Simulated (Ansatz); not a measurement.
Ta3N:

```
CELL_PARAMETERS angstrom
3.03222 0.00000 0.00000
-1.51611 2.62598 0.00000
0.00000 0.00000 7.52414
ATOMIC_POSITIONS crystal
Ta 0.66667 0.33333 0.82607
Ta 0.33333 0.66667 0.17393
Ta 0.00000 0.00000 0.50000
N 0.00000 0.00000 0.00000
```

The cell comes from a database or a generator and needn't be the stable form of this composition.

A run of Ansatz 0.2.0 on this cell left the log below. Logs are shortened: lines on timing, memory, paths and dates and some standing lists are left out, and cuts for length are marked.

```text
Warning: RAYON_NUM_THREADS=2 ignored (pool sized by the plan → 2); use --threads N
Engine: ansatz 0.2.0, aarch64-unknown-linux-gnu
Pseudopotentials: kind: paw
Pseudopotential: Ta, paw, valence charge 13, recommended cutoff 420 eV (normal), Ta.paw.azcp
Pseudopotential: N, paw, valence charge 5, recommended cutoff 420 eV (normal), N.paw.azcp
Functional definition: SPW92
  exchange = slater_x
  correlation = pw_c
Crystal: 4 atoms, lattice volume = 59.911 Å³
Basis set: ecut = 420 eV, 1189 PW (Γ)
Bands: 27, of which v1, the nominal top of the filled ones, is band 22 counted from 1 (21 counted from 0)
Symmetry: 12 space group operations
Space group: P-3m1 (ITA 164), of the structure as read, at distance tolerance 3.9e-5 Å
k-points: 20 of 147
Non-local potential: Ta, projectors of the file, l = 0: 3, l = 1: 2, l = 2: 2, l = 3: 1
Non-local potential: N, projectors of the file, l = 0: 2, l = 1: 2, l = 2: 1
PAW form: soft (Blöchl's): semilocal exchange-correlation on the pseudo side does not see the compensation charge
PAW frozen core: Ta, regenerated for the run's functional, and the local potential with it (the file was generated under x = pbe(κ = 0.804, μ = 0.2195149727645171), c = pbe(β = 0.06672455060314922))
PAW frozen core: N, regenerated for the run's functional, and the local potential with it (the file was generated under x = pbe(κ = 0.804, μ = 0.2195149727645171), c = pbe(β = 0.06672455060314922))
PAW one-centre angular grid: Ta, 590 points (default); XC on 64 Gauss nodes
PAW one-centre angular grid: N, 110 points (default); XC on 64 Gauss nodes
Initial density: superposition of atomic densities (neutral atoms: chi_scale 0, normalization atom), corrected by the library's trained network
Initial wavefunctions: pseudopotential atomic-orbital guess
Functional: x = slater, c = lda
SCF iter   1: F=—  HF=-29423.857034 eV  |F-HF|=—  |Δ(HF+E_count)|=         —  Δρ=9.87e-3  dr2=1.10e-1  ethr=1.77e-3  ⟨swp⟩=5.7  Hψ=2260  notcnv=0
preconditioner: auto → Kerker (q_TF=auto, 2.591 Å⁻¹)  [metal: Δε(μ)=0.070 eV  Ē_g=6.767 eV  σ=0.050 eV  W_gap=0.32  n_scr=24 (ndim 8)  ℏωp=21.5 eV  f_vac=0.000  D(μ)=3.36/eV (n_scr^D=36)]
[... 137 lines left out ...]
  E_local      = -1849.991065  (includes V_loc(G=0)·N_el)
  E_nonlocal   = 107.764813
  E_hartree    = 651.955155
  E_xc         = -712.576362
  E_vxc        = -691.524214  (∫ρ·V_xc dr)
  E_paw        = -24565.564255  (= ΣΔE_a)
  E_vpaw       = -375.294115  (= ΣTr[D̂ρ^β])
  E_aug_tail   = 0.000583  (compensation charges beyond the density's cutoff)
  E_ewald      = -4292.793114
  E_core_change = 0.856752  (= ΣΔE_core)
  E_smearing   = -0.020686  (= −TS)
  E_closure    = 0.000000  (closes the sum)
  Σ components = -29423.983170   (vs F -29423.983170, Δ=0.00e0)
--- Forces (eV/Å), atoms counted from 1 ---
  atom   1  Ta    -0.00000000    -0.00000000     0.00063890
  atom   2  Ta     0.00000000     0.00000000    -0.00063890
  atom   3  Ta     0.00000000    -0.00000000     0.00000000
  atom   4  N      0.00000000     0.00000000     0.00000000
  max |Σ_I F_I| component: 1.85e-17 eV/Å
--- Stress (GPa, compression-positive) ---
       -0.000948       0.000000      -0.000000
        0.000000      -0.000948      -0.000000
       -0.000000      -0.000000       0.005128
  P = ⅓ Tr σ = 0.0011 GPa (0.011 kbar)
--- Band table (eV; the first three rows and the last of 20) ---
  k-point 0: bands = ["-48.5597", "-48.5195", "-47.9406", "-15.5427", "-15.1431", "-14.7664", "-14.7664", "-14.7253", "-14.7253", "-14.2675", "-14.0685", "-14.0685", "2.3947", "10.7173", "12.8205", "13.6796", "13.6796", "16.0519", "18.2957", "18.9597", "18.9597", "19.2116", "19.8251", "19.8251", "20.6498", "21.5811", "21.5811"]
  k-point 1: bands = ["-48.5585", "-48.5208", "-47.9405", "-15.6215", "-14.9963", "-14.7688", "-14.7688", "-14.7227", "-14.7227", "-14.3374", "-14.0687", "-14.0687", "2.4129", "10.5120", "13.1533", "13.6747", "13.6747", "16.0440", "18.1947", "18.6907", "19.1163", "19.1163", "20.0395", "20.0395", "20.8551", "21.0729", "21.0729"]
  k-point 2: bands = ["-48.5461", "-48.5095", "-47.9300", "-15.5084", "-15.1382", "-14.9218", "-14.8740", "-14.8197", "-14.7494", "-14.2711", "-14.2143", "-14.1024", "2.5954", "11.2676", "12.5184", "13.7030", "13.9820", "16.4660", "17.3873", "18.0895", "19.0491", "19.4588", "19.5343", "20.2733", "20.6787", "20.8069", "21.5226"]
  k-point 19: bands = ["-48.4745", "-48.4674", "-47.8791", "-15.5723", "-15.4535", "-15.3197", "-15.2148", "-15.0531", "-14.9898", "-14.6170", "-14.4665", "-14.3014", "3.3109", "11.7436", "12.3030", "13.0924", "16.6712", "16.8076", "17.2624", "17.8534", "18.1669", "18.5355", "19.4472", "20.5370", "22.6055", "22.8608", "23.6483"]
--- Relaxed structure (7 steps of the walk, 6 accepted, 2 SCFs on fresh bases) ---
  F+E_penalty+E_count = -29423.98317022 eV   max|allowed force component| = 6.389e-4 eV/Å   (the final SCF, on the basis selected at the relaxed cell)
  cell:  # Å, volume = 56.9715 Å³
    - [2.9877232263568785, 2.8443847179830133e-11, -6.8433668349656156e-18]
    - [-1.4938616132030724, 2.5874442134876396, 6.843366834927992e-18]
    - [-1.6981077193886098e-17, 9.804029488696618e-18, 7.3696403019872045]
  atoms:
    - { symbol: Ta, position: [0.6666666666666669, 0.33333333333333337, 0.8287410405330636] }
    - { symbol: Ta, position: [0.3333333333333333, 0.6666666666666667, 0.1712589594669362] }
    - { symbol: Ta, position: [-1.1555579666323415e-33, 3.851859888774472e-34, 0.49999999999999994] }
    - { symbol: N, position: [-1.5743481288112238e-34, 8.838199041024121e-35, -3.1995861192905504e-36] }
```

Question: Write the input and the command behind it.

Answer: Relaxation of cell and atoms with LDA, no spin polarisation. The files as run (others can give the same):

input.yaml
```yaml
crystal:
  lattice:
    - [3.0322239879, 0.0, 0.0]
    - [-1.516111994, 2.6259830035, 0.0]
    - [0.0, 0.0, 7.524137]
  atoms:
    - { symbol: Ta, position: [0.6666666667, 0.3333333333, 0.82607] }
    - { symbol: Ta, position: [0.3333333333, 0.6666666667, 0.17393] }
    - { symbol: Ta, position: [0.0, 0.0, 0.5] }
    - { symbol: "N", position: [0.0, 0.0, 0.0] }
hamiltonian:
  xc: lda
  pseudopotentials: { kind: paw }
kpoints:
  mp_grid: { grid: [7, 7, 3] }
scf:
  occupations: { method: fermi_dirac, width: 0.05 }
output:
  forces: true
  stress: true
  eigenvalues: true
relax:
  f_tol: 0.01
  max_steps: 40
  cell: { stress_tol: 0.05 }
```

Potentials or basis: Ansatz PAW.
Launch:
```console
$ ansatz run input.yaml --threads 2 --pin off --max-ram 5632MiB --backend cpu --events-out ev --progress --plain --runs-dir out
```

Caveat: the plane-wave basis is chosen anew once the cell has moved, so the energies of steps on either side of that aren't comparable; the PAW data sets come from PBE, with cores solved anew for the run's functional, which leaves a small shift of forces and pressure.
